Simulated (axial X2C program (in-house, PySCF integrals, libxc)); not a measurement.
# PdOH: Ω levels from open-shell CI on d9 s0 p(π)0

Aim: the spin–orbit levels of PdOH that arise from the configuration d9 s0 p(π)0 of Pd, and how they move with the bond.

The runs use an in-house X2C program for linear molecules on PySCF integrals; two-component X2C, average-of-configuration Hartree–Fock and CI in the open shells.

All values are calculated.

**1. Set-up**

Contents of task.json:

```json
{"zs": [46, 8, 1], "q": 0, "bas": ["dyall-v3z", "dyall-av3z", "dyall-v3z"], "r0": 1.83, "metal": 0, "shells": [[2, [0, 1, 2], 9], [0, [0], 0], [1, [1], 0]], "fix": 0, "emax": 3.2, "nroots": 4, "r2": 0.95}
```

Keys: zs atomic numbers; q charge; bas basis sets; r0 starting distance in Å; metal index of the metal atom; shells open shells as [l, |m| values, electrons]; fix electron count of the first shell held; emax energy window in eV; nroots roots for each Ω; r2 second bond in Å, held.

Started as:

```
python soci.py task.json out
```

Two-component X2C with atomic mean-field Coulomb and Gaunt terms, basis Pd dyall-v3z, O dyall-av3z, H dyall-v3z (cores contracted in-house). Orbitals come from Hartree–Fock averaged over the configuration Pd d9 s0 p(π)0; CI then distributes these electrons over the d, s, p(π) shells of Pd.

**2. CI at Pd–O–H held linear, bonds 2.020 and 0.950 Å (the second held)**

Q: Predict the outcome of this session. Wanted: lowest level of the model; next level; lowest curve, Re and ωe.

The runs gave:

| quantity | value |
| --- | --- |
| lowest level of the model | Ω = 1/2, g∥ = 1.63, 100% d9 |
| next level | Ω = 3/2, 1680 cm⁻¹ higher |
| lowest curve, Re and ωe | 1.995 Å, 546.1 cm⁻¹ |

**Reading.** In the lowest level ⟨Sz⟩ = 0.32 and ⟨Lz⟩ = 0.18; its leading determinant has weight 0.99 among 1593. From 2.020 to 2.272 Å the gap from the lowest to the fifth level goes from 7355 to 6197 cm⁻¹. Without dynamic correlation distances can be off by several hundredths of an Å, and the wavenumbers are rough. Dynamic correlation is missing, so gaps between terms are too wide and other configurations may lie lower; the lowest level listed is that of this model, not necessarily the ground state. For d shells the ligand-field splittings (σ, π, δ) and their order can be off by a thousand cm⁻¹ or more. At most 4 roots were kept for each Ω > 0 (twice that for Ω = 0) within 3.2 eV of the lowest, so higher up levels can be missing between those listed; levels with Ω > 0 are doubly degenerate and listed once, Ω = 0 levels singly. States that fill the shells left empty in the average are placed too high. The molecule was held linear; bending was not examined.
